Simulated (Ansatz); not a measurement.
# AlFH₃OSi radical + NH₃: a complex and its separated parts, part 3 of 3

Ansatz 0.2.0, Gaussian basis.

## (18) RPA on PBE/def2-TZVPP

The inputs:

parta/in.yaml

```yaml
crystal:
  periodic: [false, false, false]
  atoms:
    - {symbol: Al, position_ang: [-1.013804, -0.117305, 0.692638]}
    - {symbol: O, position_ang: [-0.288882, 0.263097, -0.769406]}
    - {symbol: Si, position_ang: [0.496235, 0.516437, -2.174658]}
    - {symbol: F, position_ang: [-2.093877, 0.925426, 1.379514]}
    - {symbol: H, position_ang: [0.823744, 1.958533, -2.318154]}
    - {symbol: H, position_ang: [-0.361964, 0.094785, -3.312242]}
    - {symbol: H, position_ang: [1.757568, -0.270216, -2.204226]}
basis:
  gaussian: {orbitals: def2-TZVPP}
magnetization: {spin_polarized: true, initial_magnetization: 1}
hamiltonian: {xc: pbe}
correlation: {method: rpa}
```

partb/in.yaml

```yaml
crystal:
  periodic: [false, false, false]
  atoms:
    - {symbol: H, position_ang: [0.597937, -1.542392, 1.707094]}
    - {symbol: N, position_ang: [-0.016467, -0.783137, 1.974098]}
    - {symbol: H, position_ang: [0.571239, 0.012823, 2.189478]}
    - {symbol: H, position_ang: [-0.471730, -1.057951, 2.835766]}
basis:
  gaussian: {orbitals: def2-TZVPP}
hamiltonian: {xc: pbe}
correlation: {method: rpa}
```

One command serves all of them, each in its own folder.

Run with:

```console
$ ansatz run in.yaml --threads 4 --pin off --events-out ev --progress --plain --max-ram 63488MiB --backend cpu
```

parta printed (excerpt; [...] marks lines left out):

```text
Functional definition: PBE
  name "PBE"
  cite "Perdew, Burke & Ernzerhof, Phys. Rev. Lett. 77, 3865 (1996) doi:10.1103/PhysRevLett.77.3865"
  parent pbe
[...]
1131 factors; integrals over basis functions are off by at most 8.1e-4 eV
[...]
mean field -19280.66301437 eV, -708.5512968752 hartree, gradient 2.2e-6 eV, S^2 0.751312; 1 other end points of the search recorded, 0 dependent functions left out
12 core orbitals not correlated: weight in the atoms' cores, before any rotation towards them, 1.000 or more for the frozen orbitals, at most 0.000 for the correlated occupied ones
reference -19241.15054456 eV, -707.0992403924 hartree; 12, 11 occupied and 164, 165 virtual orbitals, 1131 factors
Total energy: -19270.53522861 eV, -708.1791076136 hartree
```

Log of partb (excerpt; [...] marks lines left out):

```text
[... 4 set-up lines as earlier in the session ...]
[...]
416 factors; integrals over basis functions are off by at most 1.0e-3 eV
[...]
mean field -1537.73150450 eV, -56.5105904786 hartree, gradient 7.0e-6 eV, S^2 0.000000; 0 other end points of the search recorded, 0 dependent functions left out
1 core orbitals not correlated: weight in the atoms' cores, before any rotation towards them, 1.000 or more for the frozen orbitals, at most 0.000 for the correlated occupied ones
reference -1529.64069152 eV, -56.2132585857 hartree; 4, 4 occupied and 68, 68 virtual orbitals, 416 factors
Total energy: -1540.11754095 eV, -56.5982757008 hartree
```

They took 3.2 s (parta), 0.25 s (partb) on 4 threads of AMD EPYC 7R13, shared host.

## (19) CCSD(T)/def2-TZVPP

Edit parta/in.yaml of step 18 so:

```diff
@@ -13,3 +13,3 @@
 magnetization: {spin_polarized: true, initial_magnetization: 1}
-hamiltonian: {xc: pbe}
-correlation: {method: rpa}
+correlation: {method: ccsd_t}
+scf: {omitted_lower_state_checks: [cluster_reference]}
```

Edit partb/in.yaml of step 18 so:

```diff
@@ -9,3 +9,2 @@
   gaussian: {orbitals: def2-TZVPP}
-hamiltonian: {xc: pbe}
-correlation: {method: rpa}
+correlation: {method: ccsd_t}
```

Run with:

```console
$ ansatz run in.yaml --threads 4 --pin off --events-out ev --progress --plain --max-ram 63488MiB --backend cuda --devices 0, --max-vram 37GiB   # in parta
$ ansatz run in.yaml --threads 4 --pin off --events-out ev --progress --plain --max-ram 63488MiB --backend cpu   # in partb
```

Log of parta (excerpt; [...] marks lines left out):

```text
Functional definition: HF
  name "HF"
  cite "Fock, Z. Phys. 61, 126 (1930) doi:10.1007/BF01340294"
[... 1 set-up line as earlier in the session ...]
[...]
1131 factors; integrals over basis functions are off by at most 8.1e-4 eV
[...]
mean field -19242.74193801 eV, -707.1577230228 hartree, gradient 2.5e-6 eV, S^2 0.751496; 0 other end points of the search recorded, 0 dependent functions left out
[...]
reference -19242.74193801 eV, -707.1577230228 hartree; 12, 11 occupied and 164, 165 virtual orbitals, 1131 factors
second order -18.02220109 eV of doubles, -0.00000000 eV of singles
cycle   1  -18.07623249 eV  change   -5.4e-2 eV  update   1.0e-1
[...]
cycle  10  -18.62090351 eV  change    1.3e-5 eV  update   2.1e-5
perturbative correction -0.58738832 eV, -0.0215861225 hartree
Total energy: -19261.95022983 eV, -707.8636147276 hartree
Checks for a lower state left out: cluster_reference
```

Output in partb (excerpt; [...] marks lines left out):

```text
[... 4 set-up lines as earlier in the session ...]
[...]
416 factors; integrals over basis functions are off by at most 1.0e-3 eV
[...]
mean field -1529.85252556 eV, -56.2210433430 hartree, gradient 4.0e-6 eV, S^2 0.000000; 0 other end points of the search recorded, 0 dependent functions left out
1 core orbitals not correlated: weight in the atoms' cores, before any rotation towards them, 1.000 or more for the frozen orbitals, at most 0.000 for the correlated occupied ones
reference -1529.85252556 eV, -56.2210433430 hartree; 4, 4 occupied and 68, 68 virtual orbitals, 416 factors
second order -6.38827051 eV of doubles, -0.00000000 eV of singles
cycle   1  -6.57732869 eV  change   -1.9e-1 eV  update   3.9e-2
[...]
cycle   9  -6.72921785 eV  change    3.1e-6 eV  update   2.3e-6
perturbative correction -0.20701746 eV, -0.0076077515 hartree
Total energy: -1536.78876088 eV, -56.4759452895 hartree
```

Wall times: 5.5 s (parta, 1 × a share of an NVIDIA H100 with 4 threads of AMD EPYC 7R13, shared host), 0.35 s (partb, 4 threads of AMD EPYC 7R13, shared host); peak memory 0.83 GiB.

## (20) Vibrations of AlFH₃OSi radical

Input file vib-parta/in.yaml:

```yaml
crystal:
  periodic: [false, false, false]
  atoms:
    - {symbol: Al, position_ang: [-1.013804, -0.117305, 0.692638]}
    - {symbol: O, position_ang: [-0.288882, 0.263097, -0.769406]}
    - {symbol: Si, position_ang: [0.496235, 0.516437, -2.174658]}
    - {symbol: F, position_ang: [-2.093877, 0.925426, 1.379514]}
    - {symbol: H, position_ang: [0.823744, 1.958533, -2.318154]}
    - {symbol: H, position_ang: [-0.361964, 0.094785, -3.312242]}
    - {symbol: H, position_ang: [1.757568, -0.270216, -2.204226]}
basis:
  gaussian: {orbitals: def2-TZVP}
magnetization: {spin_polarized: true, initial_magnetization: 1}
hamiltonian: {xc: pbe0, dispersion: d4}
phonons: {temperatures: {t_min: 298.15, t_max: 900, t_step: 200}}
```

Run with:

```console
$ ansatz run in.yaml --threads 4 --pin off --events-out ev --progress --plain --max-ram 63488MiB --backend cuda --devices 0, --max-vram 37GiB
```

What it wrote (excerpt; [...] marks lines left out):

```text
[... 5 set-up lines as earlier in the session ...]
[...]
986 factors; their error is unknown
[...]
mean field -19282.08732274 eV, -708.6036392423 hartree, gradient 8.5e-6 eV, S^2 0.751175; 0 other end points of the search recorded, 0 dependent functions left out
[...]
WARN: phonons: modes at or below zero, which the zero-point energy, F, S and C_V leave out: 1, the lowest at -9.02 cm⁻¹. A minimum has none, and a first-order saddle one
[...]
Atom 3 at    -2.093877     0.925426     1.379514 Å, force    -0.000305     0.000215    -0.000786 eV/Å
Atom 4 at     0.823744     1.958533    -2.318154 Å, force     0.000238    -0.000025     0.000028 eV/Å
Atom 5 at    -0.361964     0.094785    -3.312242 Å, force    -0.000242     0.000104    -0.000224 eV/Å
Atom 6 at     1.757568    -0.270216    -2.204226 Å, force     0.000119    -0.000180    -0.000017 eV/Å
Dipole moment:     0.177672    -0.261136    -0.029082 e Å
Vibrations: -9.02 39.51 80.86 223.22 538.21 728.59 731.95 832.40 955.08 957.48 985.37 1140.40 2221.05 2225.62 2227.65 cm⁻¹, zero-point energy 0.860908 eV
```

It took 26 s on 1 × a share of an NVIDIA H100 with 4 threads of AMD EPYC 7R13, shared host; peak host memory 0.84 GiB.

The modes, with what each moves most:

```
mode  wavenumber (cm⁻¹)                                                            character
   1                 9i  not assigned (largely outside the bonds, angles and torsions drawn)
   2                 40                                                                 bend
   3                 81                                                                 bend
   4                223                                                                 bend
   5                538                                                Al–O and Si–O stretch
   6                729                                                                 bend
   7                732                                                                 bend
   8                832                                                         Al–F stretch
   9                955                                                                 bend
  10                957                                                                 bend
  11                985                                                                 bend
  12               1140                                                Si–O and Al–O stretch
  13               2221                                                         Si–H stretch
  14               2226                                                         Si–H stretch
  15               2228                                                         Si–H stretch
```

Vibrational sums (real modes only):

```
T (K)  entropy (J/mol/K)  heat capacity (J/mol/K)
  298               53.4                     44.2
  498               81.9                     67.1
  698              107.0                     81.6
  898              128.8                     91.1
```

Modes under 50 cm⁻¹ weigh heavily in the entropy, and the harmonic picture is poor for them.

## (21) Vibrations of NH₃

Input file vib-partb/in.yaml:

```yaml
crystal:
  periodic: [false, false, false]
  atoms:
    - {symbol: H, position_ang: [0.597937, -1.542392, 1.707094]}
    - {symbol: N, position_ang: [-0.016467, -0.783137, 1.974098]}
    - {symbol: H, position_ang: [0.571239, 0.012823, 2.189478]}
    - {symbol: H, position_ang: [-0.471730, -1.057951, 2.835766]}
basis:
  gaussian: {orbitals: def2-TZVP}
hamiltonian: {xc: pbe0, dispersion: d4}
phonons: {temperatures: {t_min: 298.15, t_max: 900, t_step: 200}}
```

Run with:

```console
$ ansatz run in.yaml --threads 4 --pin off --events-out ev --progress --plain --max-ram 63488MiB --backend cpu
```

What it wrote (excerpt; [...] marks lines left out):

```text
[... 5 set-up lines as earlier in the session ...]
[...]
287 factors; their error is unknown
[...]
mean field -1537.79931130 eV, -56.5130823325 hartree, gradient 1.4e-5 eV, S^2 0.000000; 0 other end points of the search recorded, 0 dependent functions left out
[...]
Atom 1 at    -0.016467    -0.783137     1.974098 Å, force     0.000787     0.003277    -0.000270 eV/Å
Atom 2 at     0.571239     0.012823     2.189478 Å, force    -0.000549    -0.000215    -0.000630 eV/Å
Atom 3 at    -0.471730    -1.057951     2.835766 Å, force    -0.000053    -0.001614     0.000278 eV/Å
Dipole moment:     0.233610    -0.074532     0.253394 e Å
Vibrations: 1030.91 1669.42 1669.66 3502.37 3631.26 3631.70 cm⁻¹, zero-point energy 0.938270 eV
```

Wall time 2 s (4 threads of AMD EPYC 7R13, shared host).

Wavenumbers and character of the modes:

```
mode  wavenumber (cm⁻¹)    character
   1               1031         bend
   2               1669         bend
   3               1670         bend
   4               3502  N–H stretch
   5               3631  N–H stretch
   6               3632  N–H stretch
```

Vibrational sums (real modes only):

```
T (K)  entropy (J/mol/K)  heat capacity (J/mol/K)
  298                0.4                      1.8
  498                2.6                      7.4
  698                6.0                     13.4
  898               10.0                     18.8
```

## (22) Complex less separated parts

The complex's own energies come from single points at the same levels.

Rows are in def2-TZVPP.

Differences are taken before rounding.

```
      method                    rung  complex less parts (kcal/mol)  from CCSD(T) (kcal/mol)
       SPW92                     LDA                          -33.4                     -5.6
      PBE-D4                     GGA                          -27.7                     +0.1
     BLYP-D4                     GGA                          -25.0                     +2.8
   r2SCAN-D4                meta-GGA                          -29.3                     -1.5
      B97M-V                meta-GGA                          -27.5                     +0.3
     PBE0-D4                  hybrid                          -28.9                     -1.1
    B3LYP-D4                  hybrid                          -26.6                     +1.2
  r2SCAN0-D4                  hybrid                          -30.0                     -2.1
    BHLYP-D4                  hybrid                          -28.3                     -0.5
CAM-B3LYP-D4  range-separated hybrid                          -27.8                      0.0
     wB97X-V  range-separated hybrid                          -28.3                     -0.5
     wB97M-V  range-separated hybrid                          -27.1                     +0.8
      B2PLYP           double hybrid                          -25.8                     +2.0
    PBE-QIDH           double hybrid                          -28.9                     -1.1
  RPA on PBE                     RPA                          -25.5                     +2.3
Hartree-Fock            wavefunction                          -24.7                     +3.1
         MP2            wavefunction                          -27.5                     +0.3
        CCSD            wavefunction                          -27.5                     +0.3
     CCSD(T)            wavefunction                          -27.8                        0
```

The complex's zero-point energy, from a separate PBE0-D4 run, is 1.924 eV.

## (23) What came out

The summary covers parts 1 to 3.

```
                              quantity           value
complex less parts, CCSD(T)/def2-TZVPP  -27.8 kcal/mol
                with zero-point energy  -24.9 kcal/mol
                 largest T1 diagnostic           0.014
```

In words: At CCSD(T) the complex lies 27.8 kcal/mol below its parts. Among the functionals CAM-B3LYP-D4 lands nearest to CCSD(T) (0.0 kcal/mol) and SPW92 farthest (-5.6 kcal/mol). By rung, the mean size of the error is: LDA 5.6, GGA 1.5, meta-GGA 0.9, hybrid 1.2, range-separated hybrid 0.4, double hybrid 1.5 kcal/mol. PBE-D4 gives a relative energy 0.1 kcal/mol too high, inside chemical accuracy (1 kcal/mol). No counterpoise was applied, and triple zeta lacks some correlation, so the CCSD(T) reference has a basis error of its own, and close matches with it are partly luck.
